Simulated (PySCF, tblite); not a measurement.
# C₈H₁₅Al: geometry, infrared bands and NMR shifts

What infrared bands and NMR shifts should C₈H₁₅Al (`C#C[C@@H](C)[AlH][C](C)(C)C`) show?

Programs: tblite 0.8.0 and PySCF 2.14.0, with density-fitted response routines of our own. Each step states its level of theory. These are calculated values for one molecule in the gas phase, unless marked as measured. Atoms count from 0, in the outputs and in this text.

## Step 1: The molecule as given

24 atoms, charge 0, multiplicity 1; geometry from: force field or distance geometry start.

Bonds of the start (Å): C0–C1 1.20, C1–C2 1.47, C2–C3 1.51, C2–Al4 2.01, Al4–C5 2.03, C5–C6 1.54, C5–C7 1.53, C5–C8 1.53, C0–H9 1.06, C2–H10 1.12, C3–H11 1.10, C3–H12 1.11, C3–H13 1.12, Al4–H14 1.58, C6–H15 1.13, C6–H16 1.11, C6–H17 1.11, C7–H18 1.11, C7–H19 1.11, C7–H20 1.12, C8–H21 1.11, C8–H22 1.10, C8–H23 1.12.

## Step 2: Geometry optimisation with GFN2-xTB

What the job is given:

```
{"job": {"kind": "relax", "xc": "GFN2-xTB", "basis": "xTB"}, "charge": 0, "multiplicity": 1}
C      2.293200     2.400900     0.096500
C      2.127500     1.254100    -0.227200
C      1.957600    -0.158000    -0.599200
C      3.226400    -0.939700    -0.353200
Al     0.407500    -0.924100     0.428600
C     -1.453500    -0.149200     0.195600
C     -1.445300     1.320100     0.656400
C     -1.840200    -0.225300    -1.279400
C     -2.427200    -0.967600     1.052500
H      2.412800     3.415300     0.378400
H      1.695700    -0.202800    -1.685200
H      4.062600    -0.523600    -0.933500
H      3.083900    -2.003200    -0.645900
H      3.501900    -0.922100     0.730800
H      0.631500    -2.177800     1.371000
H     -1.129500     1.394800     1.734300
H     -0.752300     1.927400     0.042400
H     -2.464800     1.749200     0.569800
H     -1.847300    -1.282100    -1.627100
H     -1.130300     0.349700    -1.907000
H     -2.868300     0.194000    -1.432100
H     -2.151500    -0.916900     2.127100
H     -2.432000    -2.021700     0.746300
H     -3.470300    -0.571500     0.944600
```

On the command line:

```
> OMP_NUM_THREADS=1 python probes_run.py task.json out
```

One launch serves the whole session: the jobs run in the order shown.

**Question.** This job is followed by: GFN2-xTB harmonic vibrations, gas phase; GIAO PBE0/pcSseg-1 NMR shielding, non-relativistic, gas phase. What will the session give for the following? strongest single infrared mode (GFN2-xTB); zero-point energy (GFN2-xTB); 13C shifts against TMS (PBE0/pcSseg-1, means over atoms taken as alike); 1H shifts against TMS (PBE0/pcSseg-1, means over atoms taken as alike); 27Al shifts against AlH4- (PBE0/pcSseg-1).

**Answer**, as computed:

| quantity | value |
| --- | --- |
| strongest single infrared mode (GFN2-xTB) | 1730 cm⁻¹, 401 km/mol |
| zero-point energy (GFN2-xTB) | 122.9 kcal/mol |
| 13C shifts against TMS (PBE0/pcSseg-1, means over atoms taken as alike) | 93.5, 73.6, 31.2, 28.1, 22.1, 10.8 ppm |
| 1H shifts against TMS (PBE0/pcSseg-1, means over atoms taken as alike) | 5.18, 1.91, 1.60, 1.46, 1.24 ppm |
| 27Al shifts against AlH4- (PBE0/pcSseg-1) | 205.5 ppm |

**Reading.** The optimisation took 142 steps and gained 0.177 eV; among the close pairs (by a distance rule), C6–H15 changed most, from 1.126 to 1.091 Å. The lowest mode is slightly imaginary (9i cm⁻¹), a soft motion within the noise of the Hessian, so the minimum is not strictly shown. The strongest single mode, at 1730 cm⁻¹, moves mainly H14. GFN2-xTB is a fitted tight-binding method: band positions and strengths are rough. Its intensities can rank the bands wrongly. At PBE0/pcSseg-1: The largest span, 308 ppm, is at C1, where the paramagnetic term is -170 ppm.
